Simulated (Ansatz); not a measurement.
Write the native input for Ansatz 0.2.0 that does the following.

- Task: single point
- Functional: PBE
- Potentials or basis: Ansatz PAW
- Cutoff: 420 eV (not typed: the program's choice for these potentials)
- k mesh: 5 × 5 × 1
- Occupations: fermi-dirac, width 0.05 eV
- Spin: no spin polarisation
- Boundary along the surface normal: dipole_correction
- Miller: [1, 1, 0]
- Adsorbate: C2H2
- Bulk formula: Ta

Ta6HC, a slab with vacuum:

```
CELL_PARAMETERS angstrom
5.72020 0.00000 0.00000
-1.90673 5.39306 0.00000
0.00000 0.00000 24.15173
ATOMIC_POSITIONS crystal
Ta 0.25000 0.25000 0.33124
Ta 0.25000 0.75000 0.33124
Ta 0.75000 0.25000 0.33124
Ta 0.75000 0.75000 0.33124
Ta 0.50000 0.50000 0.42793
Ta 0.50000 0.00000 0.42793
Ta 0.00000 0.50000 0.42793
Ta 0.00000 0.00000 0.42793
Ta 0.75000 0.75000 0.52462
Ta 0.75000 0.25000 0.52462
Ta 0.25000 0.75000 0.52462
Ta 0.25000 0.25000 0.52462
C 0.06546 0.72095 0.63360
C 0.23492 0.87770 0.65585
H 0.91667 0.58333 0.61406
H 0.38370 0.01533 0.67539
```

The cell isn't the ideal one: C2H2 (tilted) over a hollow site of the (1 1 0) slab of Ta, cut from the database cell, not relaxed.

One way to write it, as run:

input.yaml

```yaml
crystal:
  lattice:
    - [5.720201715, 0.0, 0.0]
    - [-1.906733905, 5.3930578966, 0.0]
    - [0.0, 0.0, 24.1517251426]
  atoms:
    - { symbol: Ta, position: [0.25, 0.25, 0.3312392781] }
    - { symbol: Ta, position: [0.25, 0.75, 0.3312392781] }
    - { symbol: Ta, position: [0.75, 0.25, 0.3312392781] }
    - { symbol: Ta, position: [0.75, 0.75, 0.3312392781] }
    - { symbol: Ta, position: [0.5, 0.5, 0.4279306141] }
    - { symbol: Ta, position: [0.5, 0.0, 0.4279306141] }
    - { symbol: Ta, position: [0.0, 0.5, 0.4279306141] }
    - { symbol: Ta, position: [0.0, 0.0, 0.4279306141] }
    - { symbol: Ta, position: [0.75, 0.75, 0.5246219501] }
    - { symbol: Ta, position: [0.75, 0.25, 0.5246219501] }
    - { symbol: Ta, position: [0.25, 0.75, 0.5246219501] }
    - { symbol: Ta, position: [0.25, 0.25, 0.5246219501] }
    - { symbol: C, position: [1.0654572146, 0.7209524695, 0.6335955321] }
    - { symbol: C, position: [1.2349205784, 0.8776967381, 0.6558465306] }
    - { symbol: H, position: [0.9166666667, 0.5833333333, 0.6140565552] }
    - { symbol: H, position: [1.3837045915, 1.0153300563, 0.6753855075] }
hamiltonian:
  xc: pbe
  pseudopotentials: { kind: paw }
kpoints:
  mp_grid: { grid: [5, 5, 1] }
scf:
  occupations: { method: fermi_dirac, width: 0.05 }
output:
  forces: true
  eigenvalues: true
efield:
  axis: 3
  dipole_correction: true
  ramp_width: 0.04
```

Potentials or basis: Ansatz PAW.

The run is started by

```console
$ ansatz run input.yaml --threads 4 --pin off --max-ram 11264MiB --backend cpu --events-out ev --progress --plain --runs-dir out
```

Results of the run:

```json
{
  "Largest force": "0.952 eV/Å",
  "Band gap on the k mesh": "none (metal or under the smearing width)",
  "Work function of the upper face": "3.55 eV",
  "Work function of the lower face": "4.84 eV",
  "Dipole across the slab": "0.219 e·Å"
}
```

Wall time 25 s on 4 threads of Arm Neoverse V1 (shared host), peak memory 1.9 GiB.
